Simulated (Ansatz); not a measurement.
Consider an equation of state with a fit of TeAs, space group Fm-3m (Ansatz 0.2.0 through its Python package).

`teas_eos.py`
```python
'''Energy against volume for TeAs, with a fit.'''

import warnings

import ansatz
import numpy as np
from scipy.optimize import curve_fit

vectors0 = np.array([
    [0.0, 2.967667, 2.967667],
    [2.967667, 0.0, 2.967667],
    [2.967667, 2.967667, 0.0],
])
sites = [
    ('Te', (0.5, 0.5, 0.5)),
    ('As', (0.0, 0.0, 0.0)),
]


def on_lattice(cell):
    crystal = ansatz.Crystal(lattice=ansatz.Lattice.of(cell))
    for symbol, position in sites:
        crystal = crystal.atom(symbol, position)
    return crystal

def vinet(v, e0, v0, b0, b1):
    eta = (v / v0) ** (1 / 3)
    return e0 + 2 * b0 * v0 / (b1 - 1) ** 2 * (2 - (5 + 3 * b1 * (eta - 1) - 3 * eta) * np.exp(-1.5 * (b1 - 1) * (eta - 1)))


def main() -> None:
    warnings.simplefilter('ignore', ansatz.DeckWarning)

    # uniform scaling of the cell
    volumes, energies, pressures = [], [], []
    for scale in np.linspace(0.92, 1.08, 7):
        cell = vectors0 * scale ** (1 / 3)
        model = (
            on_lattice(cell).calculation()
            .functional('pbesol')
            .pseudopotentials('paw')
            .occupations(ansatz.OccupationsMethod.FERMI_DIRAC)
            .scf(tolerance=1e-07)
            .basis(500)
            .kpoints(7, 7, 7)
            .stress()
        )
        report = model.run(threads=1, backend='cpu').report
        volumes.append(abs(np.linalg.det(cell)) / len(sites))
        energies.append(report['free_energy_ev'] / len(sites))
        pressures.append(np.trace(report['stress_gpa']) / 3)
        print(f'V = {volumes[-1]:8.4f} A^3/atom  F = {energies[-1]:.5f} eV/atom  P = {pressures[-1]:8.3f} GPa')

    guess = (min(energies), volumes[int(np.argmin(energies))], 0.5, 4.5)
    (e0, v0, b0, b1), _ = curve_fit(vinet, np.array(volumes), np.array(energies), p0=guess, maxfev=20000)
    print(f'Vinet fit: V0 = {v0:.4f} A^3/atom, B0 = {160.21766 * b0:.1f} GPa, B1 = {b1:.2f}')
    print('largest residual', round(1000 * float(np.abs(vinet(np.array(volumes), e0, v0, b0, b1) - energies).max()), 3), 'meV/atom')


if __name__ == '__main__':
    main()
```

Estimate the equilibrium volume and the bulk modulus.

A third-order Birch-Murnaghan fit through the 7 points (the script's own form differs a little) has its minimum at 25.00 Å³ an atom, 4.3 % below the typed cell, with a bulk modulus of 69 GPa and dB/dP = 4.5. From that minimum the energy rises by 8.5 meV an atom on the compressed side and 71.9 meV on the expanded side. The window is off centre, so dB/dP is rough.

The output:

Output of `python teas_eos.py`:
```text
V =  24.0455 A^3/atom  F = -5857.18510 eV/atom  P =    2.959 GPa
V =  24.7424 A^3/atom  F = -5857.19303 eV/atom  P =    0.744 GPa
V =  25.4394 A^3/atom  F = -5857.19203 eV/atom  P =   -1.152 GPa
V =  26.1364 A^3/atom  F = -5857.18340 eV/atom  P =   -2.777 GPa
V =  26.8334 A^3/atom  F = -5857.16821 eV/atom  P =   -4.171 GPa
V =  27.5303 A^3/atom  F = -5857.14739 eV/atom  P =   -5.369 GPa
V =  28.2273 A^3/atom  F = -5857.12174 eV/atom  P =   -6.398 GPa
Vinet fit: V0 = 25.0043 A^3/atom, B0 = 69.2 GPa, B1 = 4.42
largest residual 0.01 meV/atom
```

What to keep in mind:
- Total energies depend on the potentials; only differences at equal settings carry meaning.
- For a metal this k-point mesh is coarse: on a finer one energies can move by several to tens of meV an atom and pressures by half a GPa or more, differences at one mesh by less.
- The program warned that this SCF threshold is loose for forces or stresses.
- Pressure is positive in compression.
- This cell is a computed structure, which may not be the phase found in nature.
- The script silences the warnings on its input, which a real study should read.

(Lines on the test bed's own set-up are left out of the output.)
